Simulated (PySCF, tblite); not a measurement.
# C₆H₄F₃O radical: geometry, infrared bands and EPR parameters

Aim: predict the infrared bands and EPR parameters of C₆H₄F₃O radical (`[CH2]C#CCC(=O)C(F)(F)F`).

Computed with tblite 0.8.0 and PySCF 2.14.0, with density-fitted response routines of our own, on a single molecule in the gas phase. Atoms are numbered from 0 throughout.

### Step 1. Starting geometry

14 atoms, charge 0, multiplicity 2; geometry from: force field or distance geometry start.

Bonds of the start (Å): C0–C1 1.42, C1–C2 1.20, C2–C3 1.47, C3–C4 1.51, C4–O5 1.23, C4–C6 1.53, C6–F7 1.36, C6–F8 1.36, C6–F9 1.36, C0–H10 1.07, C0–H11 1.08, C3–H12 1.09, C3–H13 1.11.

### Step 2. Relaxing the molecule with GFN2-xTB

What the job is given:

```
{"job": {"kind": "relax", "xc": "GFN2-xTB", "basis": "xTB"}, "charge": 0, "multiplicity": 2}
C      3.099300     0.322100    -0.681200
C      1.872600    -0.169700    -0.164300
C      0.854200    -0.596700     0.294400
C     -0.420100    -1.093900     0.822400
C     -1.411300     0.005900     1.098500
O     -1.758200     0.288900     2.241900
C     -1.925700     0.735100    -0.141800
F     -3.107800     1.366600     0.081000
F     -1.058500     1.679900    -0.586200
F     -2.141700    -0.119600    -1.177900
H      4.017800    -0.201800    -0.501700
H      3.094300     1.236300    -1.259400
H     -0.882500    -1.824900     0.160000
H     -0.233000    -1.628600     1.772100
```

The run is started by

```sh
> OMP_NUM_THREADS=1 python probes_run.py task.json out
```

One launch serves the whole session: the jobs run in the order shown.

**Question.** This job is followed by: GFN2-xTB harmonic vibrations, gas phase; UKS B3LYP, pcH-1 on C F H O, non-relativistic, mean-field spin-orbit, GIAO. What will the session give for the following? strongest single infrared mode (GFN2-xTB); zero-point energy (GFN2-xTB); g(iso) (B3LYP); ⟨S²⟩; largest a(iso) (averaged by class); potential on the surface of density 0.002 e/bohr³, 1st and 99th percentile.

**Answer**, as computed:

| quantity | value |
| --- | --- |
| strongest single infrared mode (GFN2-xTB) | 1749 cm⁻¹, 705 km/mol |
| zero-point energy (GFN2-xTB) | 51.3 kcal/mol |
| g(iso) (B3LYP) | 2.00314 |
| ⟨S²⟩ | 0.770 (exact 0.75) |
| largest a(iso) (averaged by class) | 13C on C1, -62.5 MHz |
| potential on the surface of density 0.002 e/bohr³, 1st and 99th percentile | -1.25 V and 1.61 V |

Over 75 steps the energy fell by 0.353 eV; of the close pairs, C0–C1 changed most, 1.419 to 1.341 Å. All 36 modes are real, so the xTB geometry is a minimum. The strongest single mode, at 1749 cm⁻¹, moves mainly C4 and O5. GFN2-xTB is a fitted tight-binding method: band positions and strengths are rough. Its intensities can rank the bands wrongly. The largest spin populations lie on C0 (0.74 e), C2 (0.52 e). The isotropic g lies 0.8 ppt above the free-electron value. These values are for one conformer; the search (at its own cheap level) found 2 more, at 0.13, 0.14 kcal/mol, and measured spectra average over such forms.
